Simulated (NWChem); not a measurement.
**Si2NH5F (SMILES F[SiH2]N[SiH2]): levels of theory compared**

We compute a comparison of 4 runs (UHF/STO-3G, UHF/3-21G, UB3LYP/6-31G*) of Si2NH5F. 

Program for the calculation: NWChem 7.3.0.

## Step 1: Starting point

Si2NH5F: 9 atoms, total charge 0, spin state doublet. SMILES: `F[SiH2]N[SiH2]`. Geometry: relaxed at PBE0-D4/def2-TZVP. This is one conformer, not always the lowest.

Bond lengths: F1–Si2 1.600 Å, Si2–N3 1.712 Å, N3–Si4 1.736 Å, Si2–H5 1.480 Å, Si2–H6 1.477 Å, N3–H7 1.012 Å, Si4–H8 1.489 Å, Si4–H9 1.494 Å. Some angles: F1–Si2–N3 112.4°, Si2–N3–Si4 128.4°, F1–Si2–H5 106.1°, F1–Si2–H6 106.9°, N3–Si2–H5 109.2°, N3–Si2–H6 108.5°, Si2–N3–H7 115.7°, Si4–N3–H7 115.2°, N3–Si4–H8 106.6°, N3–Si4–H9 109.5°.

## Step 2: Energy and forces at UHF/STO-3G (run 1)

Contents of run.py:

```python
from ase import Atoms
from ase.calculators.nwchem import NWChem

atoms = Atoms(['F', 'Si', 'N', 'Si', 'H', 'H', 'H', 'H', 'H'], positions=[
    [-1.778200, 1.208900, -1.181800],
    [-0.288000, 1.123600, -0.604900],
    [0.241500, -0.491400, -0.403000],
    [0.023600, -1.533600, 0.967900],
    [0.576300, 1.799100, -1.598800],
    [-0.302800, 1.779800, 0.718800],
    [0.600400, -0.942200, -1.234500],
    [-0.246300, -0.650000, 2.136200],
    [1.261800, -2.340700, 1.182700],
])

calc = NWChem(
    label='fh5nsi2',
    theory='scf',
    memory='2200 mb',
    basis='STO-3G',
    basispar='spherical bse',
    scf={'nopen': '1', 'uhf': None, 'thresh': '1e-08', 'maxiter': '80'},
)
atoms.calc = calc

forces = atoms.get_forces()
print(f"energy = {atoms.get_potential_energy():.6f} eV")
print("forces (eV/A):")
for s, f in zip(atoms.symbols, forces):
    print(f"{s:2s} {f[0]:10.5f} {f[1]:10.5f} {f[2]:10.5f}")
```

Started as:

```sh
$ export ASE_NWCHEM_COMMAND="nwchem PREFIX.nwi > PREFIX.nwo"
$ python run.py
```

Output:

```text
energy = -19752.638402 eV
forces (eV/A):
F    -0.61953   -0.11153   -0.20847
Si    1.38649    1.12722    0.39353
N    -0.12326    0.14583    0.44943
Si    0.56410   -0.12655    1.07560
H    -0.77735   -0.55603    1.13334
H     0.14774   -0.53140   -1.36119
H     0.07641   -0.08099   -0.17314
H     0.52461   -0.89495   -1.17309
H    -1.17916    1.02839   -0.13601
```

The calculator wrote fh5nsi2.nwi:

```
title "fh5nsi2"

permanent_dir fh5nsi2

scratch_dir fh5nsi2

start fh5nsi2

geometry units angstrom nocenter noautosym noautoz
  F  -1.7782000000000000e+00 1.2089000000000001e+00 -1.1818000000000000e+00
  Si -2.8799999999999998e-01 1.1235999999999999e+00 -6.0489999999999999e-01
  N  2.4149999999999999e-01 -4.9140000000000000e-01 -4.0300000000000002e-01
  Si 2.3599999999999999e-02 -1.5336000000000001e+00 9.6789999999999998e-01
  H  5.7630000000000003e-01 1.7990999999999999e+00 -1.5988000000000000e+00
  H  -3.0280000000000001e-01 1.7798000000000000e+00 7.1879999999999999e-01
  H  6.0040000000000004e-01 -9.4220000000000004e-01 -1.2344999999999999e+00
  H  -2.4629999999999999e-01 -6.5000000000000002e-01 2.1362000000000001e+00
  H  1.2618000000000000e+00 -2.3407000000000000e+00 1.1827000000000001e+00
end

memory 2200 mb

basis spherical bse noprint
   * library STO-3G
end

scf
  nopen 1
  uhf
  thresh 1e-08
  maxiter 80
end

task scf gradient
```

fh5nsi2.nwo:

```text
Northwest Computational Chemistry Package (NWChem) 7.3.0
             --------------------------------------------------------

           Job information
           ---------------

    nwchem branch   = 7.3.0
    use scalapack   = T
    input           = fh5nsi2.nwi
    prefix          = fh5nsi2.
    data base       = fh5nsi2/fh5nsi2.db
    status          = startup
    nproc           =        1

           Memory information
           ------------------

[... 5 lines left out ...]
    hardfail = no
[... 127 lines left out ...]
 1-e energy   =   -1448.702758
[... 9 lines left out ...]
 Convergence threshold     :          1.000E-08
[... 16 lines left out ...]
      One electron energy =  -1445.741238968245
[... 9 lines left out ...]
          Final alpha eigenvalues
[... 240 lines left out ...]
                     UHF Final Beta Molecular Orbital Analysis
[... 248 lines left out ...]
                 ----------------------------------------
                 |  Time  |  1-e(secs)   |  2-e(secs)   |
                 ----------------------------------------
                 |  CPU   |       0.00   |       0.22   |
                 ----------------------------------------
                 |  WALL  |       0.00   |       0.22   |
                 ----------------------------------------

 Task  times  cpu:        1.7s     wall:        1.7s
 Total times  cpu:        1.7s     wall:        1.7s
```

It took 2.5 s on 1 thread of AMD EPYC 9R45 (Zen 5), shared host; peak memory 0.099 GiB.

## Step 3: Energy and forces at UHF/3-21G (run 2)

Contents of fh5nsi2.xyz:

```xyz
9
FH5NSi2
F     -1.778200     1.208900    -1.181800
Si    -0.288000     1.123600    -0.604900
N      0.241500    -0.491400    -0.403000
Si     0.023600    -1.533600     0.967900
H      0.576300     1.799100    -1.598800
H     -0.302800     1.779800     0.718800
H      0.600400    -0.942200    -1.234500
H     -0.246300    -0.650000     2.136200
H      1.261800    -2.340700     1.182700
```

Contents of fh5nsi2.nw:

```
start fh5nsi2
title "FH5NSi2"
memory total 2200 mb
charge 0

geometry noautosym nocenter noautoz
  load fh5nsi2.xyz
end

basis spherical bse
  * library 3-21G
end

scf
  doublet
  uhf
  thresh 1e-08
  maxiter 80
end

task scf gradient
```

Started as:

```sh
$ nwchem fh5nsi2.nw > fh5nsi2.out
```

Output:

```text
[...]
  functions       =    54
[...]
  wavefunction    = UHF
[...]
         Total SCF energy =   -730.822077531945
      One electron energy =  -1446.161348129001
      Two electron energy =    498.294003331329
 Nuclear repulsion energy =    217.045267265727
                       Sz =      0.5000
                 Sz(Sz+1) =      0.7500
                      S^2 =      0.7526
[...]
                         UHF ENERGY GRADIENTS
    atom               coordinates                        gradient
                 x          y          z           x          y          z
   1 F      -3.360311   2.284490  -2.233278    0.026169  -0.001551   0.010351
   2 Si     -0.544241   2.123296  -1.143095   -0.022035  -0.012957  -0.007084
   3 N       0.456369  -0.928611  -0.761560   -0.001022   0.004861   0.016280
   4 Si      0.044598  -2.898084   1.829066   -0.003235   0.008286  -0.012074
   5 H       1.089049   3.399806  -3.021294    0.000156   0.000134  -0.002093
   6 H      -0.572209   3.363334   1.358335   -0.001392   0.000742   0.001909
   7 H       1.134591  -1.780500  -2.332867   -0.000272  -0.002320  -0.003861
   8 H      -0.465440  -1.228322   4.036833    0.000445   0.001671  -0.001504
   9 H       2.384456  -4.423282   2.234979    0.001185   0.001133  -0.001924
[...]
```

It took 2.7 s on 1 thread of AMD EPYC 9R45 (Zen 5), shared host; peak memory 0.099 GiB.

## Step 4: Energy and forces at UB3LYP/6-31G(d) (spherical functions) (run 3)

Contents of struct.xyz:

```xyz
9

F     -1.778200     1.208900    -1.181800
Si    -0.288000     1.123600    -0.604900
N      0.241500    -0.491400    -0.403000
Si     0.023600    -1.533600     0.967900
H      0.576300     1.799100    -1.598800
H     -0.302800     1.779800     0.718800
H      0.600400    -0.942200    -1.234500
H     -0.246300    -0.650000     2.136200
H      1.261800    -2.340700     1.182700
```

Contents of struct.nw:

```
start struct
memory stack 880 mb heap 220 mb global 1100 mb
geometry units angstroms noautosym nocenter noautoz
  load struct.xyz
end
basis spherical bse
  * library 6-31G*
end
dft
  xc b3lyp
  mult 2
  grid xfine
  convergence energy 1e-08
  maxiter 100
  mulliken
end
task dft gradient
```

Started as:

```sh
$ nwchem struct.nw > struct.out
```

Output:

```text
[...]
          Wavefunction type:  spin polarized.
          No. of atoms     :     9
          No. of electrons :    49
[...]
          Charge           :     0
          Spin multiplicity:     2
[...]
          AO basis - number of functions:    74
[...]
              XC Information
              --------------
                         B3LYP Method XC Potential
                     Hartree-Fock (Exact) Exchange  0.200
                        Slater Exchange Functional  0.800 local
                    Becke 1988 Exchange Functional  0.720 non-local
              Lee-Yang-Parr Correlation Functional  0.810
                  VWN I RPA Correlation Functional  0.190 local
[...]
 d= 0,ls=0.0,diis     1   -736.5629464870 -9.54D+02  8.26D-03  1.48D-01     2.6
[...]
 d= 0,ls=0.0,diis    10   -736.6333086858 -7.71D-09  9.55D-07  1.85D-09    24.6
[...]
         Total DFT energy =     -736.633308685805
      One electron energy =    -1451.530478319635
           Coulomb energy =      559.105209316820
    Exchange-Corr. energy =      -61.253306948717
 Nuclear repulsion energy =      217.045267265727
[...]
      Total Density - Mulliken Population Analysis
     ---------------------------------------------
    Atom       Charge   Shell Charges
 -----------   ------   -------------------------------------------------------
    1 F    9     9.39   2.00  0.93  3.32  1.03  2.10  0.01
    2 Si  14    13.18   2.00  2.00  5.96  0.91  1.64  0.13  0.23  0.31
    3 N    7     7.80   2.00  0.77  2.54  0.81  1.66  0.01
    4 Si  14    13.64   2.00  2.00  5.96  1.01  1.74  0.32  0.45  0.16
    5 H    1     1.10   0.52  0.59
    6 H    1     1.10   0.52  0.58
    7 H    1     0.65   0.50  0.15
    8 H    1     1.07   0.51  0.56
    9 H    1     1.07   0.50  0.56
[...]
      <S2> =      0.7514 (Exact =     0.7500)
[...]
  wavefunction    = open shell
[...]
```

Run time: 30 s. Hardware: 1 thread of AMD EPYC 9R45 (Zen 5), shared host; peak memory 0.14 GiB.

## Step 5: Energy and gradient at UB3LYP/6-31G(d) (Cartesian functions) (run 4)

Contents of fh5nsi2.nw:

```
start fh5nsi2
title "FH5NSi2"
memory 2200 mb

geometry units angstrom noautosym nocenter noautoz
   F    -1.778200    1.208900   -1.181800
   Si   -0.288000    1.123600   -0.604900
   N     0.241500   -0.491400   -0.403000
   Si    0.023600   -1.533600    0.967900
   H     0.576300    1.799100   -1.598800
   H    -0.302800    1.779800    0.718800
   H     0.600400   -0.942200   -1.234500
   H    -0.246300   -0.650000    2.136200
   H     1.261800   -2.340700    1.182700
end

basis
   * library 6-31G*
end

dft
   xc b3lyp
   mult 2
   grid xfine
   convergence energy 1e-08
   iterations 100
   mulliken
end

task dft gradient
```

Started as:

```sh
$ nwchem fh5nsi2.nw > fh5nsi2.out
```

Output:

```text
[...]
          Wavefunction type:  spin polarized.
          No. of atoms     :     9
          No. of electrons :    49
[...]
          Charge           :     0
          Spin multiplicity:     2
[...]
          AO basis - number of functions:    78
[...]
              XC Information
              --------------
                         B3LYP Method XC Potential
                     Hartree-Fock (Exact) Exchange  0.200
                        Slater Exchange Functional  0.800 local
                    Becke 1988 Exchange Functional  0.720 non-local
              Lee-Yang-Parr Correlation Functional  0.810
                  VWN I RPA Correlation Functional  0.190 local
[...]
 d= 0,ls=0.0,diis     1   -736.5669283104 -9.54D+02  8.79D-03  1.77D-01     2.8
[...]
 d= 0,ls=0.0,diis    10   -736.6391569510 -8.23D-09  9.98D-07  2.18D-09    26.6
[...]
         Total DFT energy =     -736.639156951045
      One electron energy =    -1451.434335248694
           Coulomb energy =      558.963714565548
    Exchange-Corr. energy =      -61.213803533626
 Nuclear repulsion energy =      217.045267265727
[...]
      Total Density - Mulliken Population Analysis
     ---------------------------------------------
    Atom       Charge   Shell Charges
 -----------   ------   -------------------------------------------------------
    1 F    9     9.37   1.99  0.95  3.32  0.93  2.10  0.07
    2 Si  14    13.21   2.00  1.99  5.96  0.99  1.64  0.14  0.24  0.24
    3 N    7     7.79   1.99  0.78  2.54  0.81  1.66  0.02
    4 Si  14    13.64   2.00  1.99  5.96  1.06  1.74  0.31  0.45  0.12
    5 H    1     1.10   0.52  0.59
    6 H    1     1.10   0.52  0.58
    7 H    1     0.65   0.50  0.15
    8 H    1     1.07   0.51  0.56
    9 H    1     1.07   0.50  0.56
[...]
      <S2> =      0.7514 (Exact =     0.7500)
[...]
  wavefunction    = open shell
[...]
```

It took 32 s on 1 thread of AMD EPYC 9R45 (Zen 5), shared host; peak memory 0.15 GiB.

## Step 6: The series

| run | level | iteration cap | module | energy (Eh) | dipole moment (D) | HOMO energy (eV) | LUMO energy (eV) | wall time |
| --- | --- | --- | --- | --- | --- | --- | --- | --- |
| 1 | UHF/STO-3G | 80 | scf | -725.896078 | 0.95 | -5.58 | 6.47 | 2.5 s |
| 2 | UHF/3-21G | 80 | scf | -730.822078 | 1.80 | -8.45 | 1.40 | 2.7 s |
| 3 | UB3LYP/6-31G* (spherical functions) | 100 | dft | -736.633309 | 1.62 | -5.37 | -2.43 | 30 s |
| 4 | UB3LYP/6-31G* (Cartesian functions) | 100 | dft | -736.639157 | 1.62 | -5.37 | -2.43 | 32 s |

## Step 7: Outcome

| quantity | value |
| --- | --- |
| run 4: total energy | -736.63916 Eh |
| run 4: dipole moment | 1.62 D |
| run 4: HOMO energy (highest over α and β) | -5.37 eV |
| run 4: LUMO energy (lowest over α and β) | -2.43 eV |
| run 4: ⟨S²⟩ | 0.751 |
| run 4: largest force on an atom | 0.600 eV/Å |

What this shows: The dipole moment (its size) runs from 0.95 D (UHF/STO-3G) to 1.80 D (UHF/3-21G). In run 1 the basis is minimal, so the values are rough. All runs together took 67 s, the longest 32 s.
